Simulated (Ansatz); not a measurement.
**YPO4 (I4_1/amd): the equilibrium volume**

Aim: the volume at which the pressure of YPO4 (I4_1/amd) vanishes.

Method: DFT r²SCAN, scalar-relativistic, plane waves, PAW, in Ansatz 0.2.0.

4 further runs of the same task are left out: 4 set aside as unsound or not needed.

### Step 1. The system as given

It takes space group I4_1/amd (No. 141, tetragonal). The conventional cell has a = 6.890 Å, b = 6.890 Å, c = 6.024 Å, α = 90.00°, β = 90.00°, γ = 90.00°. Around Y (site symmetry -4m2) lie 8 O at 2.31 to 2.38 Å. P (site symmetry -4m2) has 4 O at 1.54 Å as nearest neighbours. O (site symmetry m) has 1 P at 1.54 Å as nearest neighbours.

Coordinates:

```cif
data_structure
_symmetry_space_group_name_H-M 'P 1'
_symmetry_Int_Tables_number 1
_cell_length_a 5.7277
_cell_length_b 5.7277
_cell_length_c 5.7277
_cell_angle_alpha 106.052
_cell_angle_beta 106.052
_cell_angle_gamma 116.550
_cell_volume 142.97
loop_
_atom_site_label
_atom_site_type_symbol
_atom_site_fract_x
_atom_site_fract_y
_atom_site_fract_z
_atom_site_occupancy
Y1 Y 0.00000 0.00000 0.00000 1
Y2 Y 0.75000 0.25000 0.50000 1
P1 P 0.25000 0.75000 0.50000 1
P2 P 0.50000 0.50000 0.00000 1
O1 O 0.16641 0.34105 0.82535 1
O2 O 0.09105 0.76570 0.67465 1
O3 O 0.09105 0.41641 0.32535 1
O4 O 0.51570 0.34105 0.17465 1
O5 O 0.65895 0.48430 0.82535 1
O6 O 0.58359 0.90895 0.67465 1
O7 O 0.23430 0.90895 0.32535 1
O8 O 0.65895 0.83359 0.17465 1
```

### Step 2. At the starting volume (r²SCAN, 4×4×4 mesh)

Contents of input.yaml:

```yaml
crystal:
  lattice:
    - [-3.4449219363, 3.4449219363, 3.0118727422]
    - [3.4449219363, -3.4449219363, 3.0118727422]
    - [3.4449219363, 3.4449219363, -3.0118727422]
  atoms:
    - { symbol: "Y", position: [0.0, 0.0, 0.0] }
    - { symbol: "Y", position: [0.75, 0.25, 0.5] }
    - { symbol: P, position: [0.25, 0.75, 0.5] }
    - { symbol: P, position: [0.5, 0.5, 0.0] }
    - { symbol: O, position: [0.1664078, 0.34105498, 0.82535282] }
    - { symbol: O, position: [0.09105498, 0.76570216, 0.67464718] }
    - { symbol: O, position: [0.09105498, 0.4164078, 0.32535282] }
    - { symbol: O, position: [0.51570216, 0.34105498, 0.17464718] }
    - { symbol: O, position: [0.65894502, 0.48429784, 0.82535282] }
    - { symbol: O, position: [0.5835922, 0.90894502, 0.67464718] }
    - { symbol: O, position: [0.23429784, 0.90894502, 0.32535282] }
    - { symbol: O, position: [0.65894502, 0.8335922, 0.17464718] }
basis:
  ecutwfc: 500
kpoints:
  mp_grid: { grid: [4, 4, 4] }
hamiltonian:
  xc: r2scan
scf:
  occupations: { method: gaussian, width: 0.1 }
output:
  forces: true
  stress: true
  eigenvalues: true
```

Launch:

```
> ansatz run input.yaml --threads 8 --pin off --max-ram 14336MiB --backend cpu --events-out ev --progress --plain --runs-dir out
```

Further steps of the session: Relaxing cell and atoms.

Q: Predict the outcome of this session. Wanted: volume; pressure; conventional cell; gap on the mesh.

**Answer**, as computed:

| quantity | value |
| --- | --- |
| volume | 11.967 Å³/atom |
| pressure | -0.01 GPa |
| conventional cell | a = 6.904 Å, b = 6.904 Å, c = 6.025 Å, α = 90.00°, β = 90.00°, γ = 90.00° |
| gap on the mesh | 6.59 eV |

**Reading.** From the first run shown, the volume went from 11.91 to 11.97 Å³/atom (+0.4 %) in 2 runs, where the pressure is zero within 0.01 GPa.

These are semilocal Kohn-Sham gaps, which aren't the measured quantity. Such gaps usually fall short of the measured ones.
